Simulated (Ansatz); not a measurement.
# C20H12 (per): the cost of one run

Computed with Ansatz 0.2.0 (DFT custom functional, Gaussian basis def2-SVP, and further levels as typed in the inputs, unless a step's input says otherwise).

3 further runs of the same task are left out: 3 that didn't finish.

**1. The structure to begin with**

Bond lengths (14 of 36 bonds, heavy atoms first): C1–C2 1.365 Å, C2–C3 1.382 Å, C3–C4 1.390 Å, C4–C5 1.397 Å, C5–C6 1.411 Å, C6–C7 1.418 Å, C7–C8 1.440 Å, C8–C9 1.410 Å, C9–C10 1.385 Å, C10–C11 1.357 Å, C11–C12 1.410 Å, C12–C13 1.393 Å, C13–C14 1.394 Å, C14–C15 1.391 Å. Angles (14 of 60 angles, heavy atoms first): C1–C2–C3 122.0°, C2–C1–C18 117.9°, C2–C3–C4 119.3°, C2–C3–C19 119.9°, C4–C3–C19 120.8°, C3–C4–C5 121.5°, C4–C5–C6 117.6°, C5–C6–C7 123.0°, C6–C7–C8 121.4°, C6–C7–C19 117.5°, C8–C7–C19 121.1°, C7–C8–C9 125.2°, C7–C8–C20 118.8°, C9–C8–C20 116.0°.

Structure file:

```xyz
32

C     3.3041   -1.7825   -0.3390
C     3.7038   -0.5043   -0.0749
C     2.7982    0.5165    0.1465
C     3.2688    1.7949    0.4243
C     2.3947    2.8632    0.6370
C     1.0109    2.5965    0.5742
C     0.4832    1.3068    0.3097
C    -0.9365    1.0697    0.2732
C    -1.9299    2.0468    0.4903
C    -3.2878    1.7791    0.4300
C    -3.7149    0.5213    0.1512
C    -2.8053   -0.5308   -0.0788
C    -3.2828   -1.8183   -0.3119
C    -2.3872   -2.8623   -0.5377
C    -1.0185   -2.6194   -0.5033
C    -0.4793   -1.3265   -0.2289
C     0.9120   -1.0575   -0.1684
C     1.9282   -2.0428   -0.3805
C     1.4092    0.2492    0.1048
C    -1.4129   -0.2664   -0.0232
H     4.0150   -2.5709   -0.5119
H     4.8095   -0.3136   -0.0324
H     4.3426    2.0017    0.4594
H     2.7742    3.8363    0.8546
H     0.3692    3.4747    0.7763
H    -1.6345    3.0877    0.7015
H    -4.0184    2.5982    0.5885
H    -4.7894    0.3130    0.1178
H    -4.3396   -2.0007   -0.3629
H    -2.7637   -3.8757   -0.7630
H    -0.3767   -3.4622   -0.6887
H     1.6451   -3.0870   -0.6078
```

**2. Relaxing the atoms: C20H12 (per), charge +2**

File input.yaml:

```yaml
crystal:
  periodic: [false, false, false]
  atoms:
    - { symbol: C, position_ang: [3.30405628, -1.7824649, -0.33904503] }
    - { symbol: C, position_ang: [3.70375507, -0.50434388, -0.07485759] }
    - { symbol: C, position_ang: [2.79823259, 0.51645999, 0.14650182] }
    - { symbol: C, position_ang: [3.26881782, 1.79493135, 0.42434622] }
    - { symbol: C, position_ang: [2.39471318, 2.86320573, 0.63703034] }
    - { symbol: C, position_ang: [1.01091323, 2.5965364, 0.57422523] }
    - { symbol: C, position_ang: [0.48323367, 1.30675932, 0.30969953] }
    - { symbol: C, position_ang: [-0.9365065, 1.06969148, 0.27323716] }
    - { symbol: C, position_ang: [-1.92993785, 2.04679007, 0.49029245] }
    - { symbol: C, position_ang: [-3.28777513, 1.77914164, 0.43002969] }
    - { symbol: C, position_ang: [-3.71493944, 0.52132111, 0.15120877] }
    - { symbol: C, position_ang: [-2.80531417, -0.53076766, -0.07877083] }
    - { symbol: C, position_ang: [-3.28282792, -1.81829876, -0.31193022] }
    - { symbol: C, position_ang: [-2.38721914, -2.86233285, -0.53772325] }
    - { symbol: C, position_ang: [-1.01852271, -2.61943141, -0.5033065] }
    - { symbol: C, position_ang: [-0.47929594, -1.32650882, -0.22893286] }
    - { symbol: C, position_ang: [0.91197742, -1.05750762, -0.16839817] }
    - { symbol: C, position_ang: [1.92822798, -2.04283813, -0.38049609] }
    - { symbol: C, position_ang: [1.40915543, 0.24920699, 0.10482833] }
    - { symbol: C, position_ang: [-1.4128789, -0.26641885, -0.02316472] }
    - { symbol: H, position_ang: [4.01496148, -2.57093262, -0.51187415] }
    - { symbol: H, position_ang: [4.80951645, -0.31358728, -0.03236383] }
    - { symbol: H, position_ang: [4.34263946, 2.00174805, 0.45935947] }
    - { symbol: H, position_ang: [2.77420978, 3.83633069, 0.85457338] }
    - { symbol: H, position_ang: [0.36923493, 3.47470627, 0.77628788] }
    - { symbol: H, position_ang: [-1.63454784, 3.08766163, 0.70150087] }
    - { symbol: H, position_ang: [-4.01843764, 2.59818663, 0.58854331] }
    - { symbol: H, position_ang: [-4.78938437, 0.31297077, 0.11783088] }
    - { symbol: H, position_ang: [-4.33964937, -2.00068118, -0.36287104] }
    - { symbol: H, position_ang: [-2.76372657, -3.87572738, -0.76295841] }
    - { symbol: H, position_ang: [-0.37671079, -3.46219417, -0.68871996] }
    - { symbol: H, position_ang: [1.64508295, -3.08696708, -0.60776454] }
magnetization:
  spin_polarized: true
  initial_magnetization: 2
total_charge: 2
basis:
  gaussian: { orbitals: def2-SVP }
hamiltonian:
  xc: { name: B3LYP }
relax:
  f_tol: 0.015
  max_steps: 80
output:
  orbitals: {}
```

Run with:

```
$ ansatz run input.yaml --threads 8 --pin off --max-ram 20480MiB --backend cpu --events-out ev --progress --plain --runs-dir out
```

**Question.** How long does this run take on 8 threads of Intel Xeon Platinum 8175M at 2.50GHz (Skylake/Cascade Lake), shared host, and how much memory does it need?

About 9.6 min, with a peak of 3.5 GiB.
